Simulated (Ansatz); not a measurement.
# Ta2C: the cost of one run

Computed with Ansatz 0.2.0 (DFT LDA, scalar-relativistic, plane waves, PAW, unless a step's input says otherwise).

2 further runs of the same task are left out: 2 set aside as unsound or not needed.

### Step 1. Starting point

Symmetry: P-3m1, No. 164, trigonal system. The conventional cell has a = 3.076 Å, b = 3.076 Å, c = 4.890 Å, α = 90.00°, β = 90.00°, γ = 120.00°. Ta (site symmetry 3m) has 3 C at 2.16 Å as nearest neighbours. C (site symmetry -3m) is surrounded by 6 Ta at 2.16 Å.

Structure file:

```cif
data_structure
_symmetry_space_group_name_H-M 'P-3m1'
_symmetry_Int_Tables_number 164
_cell_length_a 3.0763
_cell_length_b 3.0763
_cell_length_c 4.8902
_cell_angle_alpha 90.000
_cell_angle_beta 90.000
_cell_angle_gamma 120.000
_cell_volume 40.08
loop_
_atom_site_label
_atom_site_type_symbol
_atom_site_symmetry_multiplicity
_atom_site_Wyckoff_symbol
_atom_site_fract_x
_atom_site_fract_y
_atom_site_fract_z
_atom_site_occupancy
Ta1 Ta 2 d 0.33333 0.66667 0.25317 1
C1 C 1 a 0.00000 0.00000 0.00000 1
```

It is the result of an earlier relaxation at this level (volume 13.36 Å³/atom; gap on the mesh: none (metal)).

### Step 2. A stricter relaxation, with the smearing for a metal

The response runs start from a cell at rest, found with their own mesh and filling of the bands.

input.yaml

```yaml
crystal:
  lattice:
    - [3.0762659899, 0.0, 0.0]
    - [-1.5381329949, 2.664124496, 0.0]
    - [0.0, 0.0, 4.8901529314]
  atoms:
    - { symbol: Ta, position: [0.3333333333, 0.6666666667, 0.2531659987] }
    - { symbol: Ta, position: [0.6666666667, 0.3333333333, 0.7468340013] }
    - { symbol: C, position: [0.0, 0.0, 0.0] }
basis:
  ecutwfc: 420
kpoints:
  mp_grid: { grid: [18, 18, 10] }
hamiltonian:
  xc: lda
scf:
  occupations: { method: fermi_dirac, width: 0.15 }
output:
  forces: true
  stress: true
  eigenvalues: true
relax:
  adjacent_minimum: "off"
  f_tol: 0.001
  max_steps: 60
  cell: { stress_tol: 0.01 }
```

Command:

```console
ansatz run input.yaml --threads 1 --pin off --max-ram 3072MiB --backend cpu --events-out ev --progress --plain --runs-dir out
```

Q: Estimate wall time and peak memory on 1 thread of Arm Neoverse V1, shared host.

About 73 s, with a peak of 0.5 GiB.
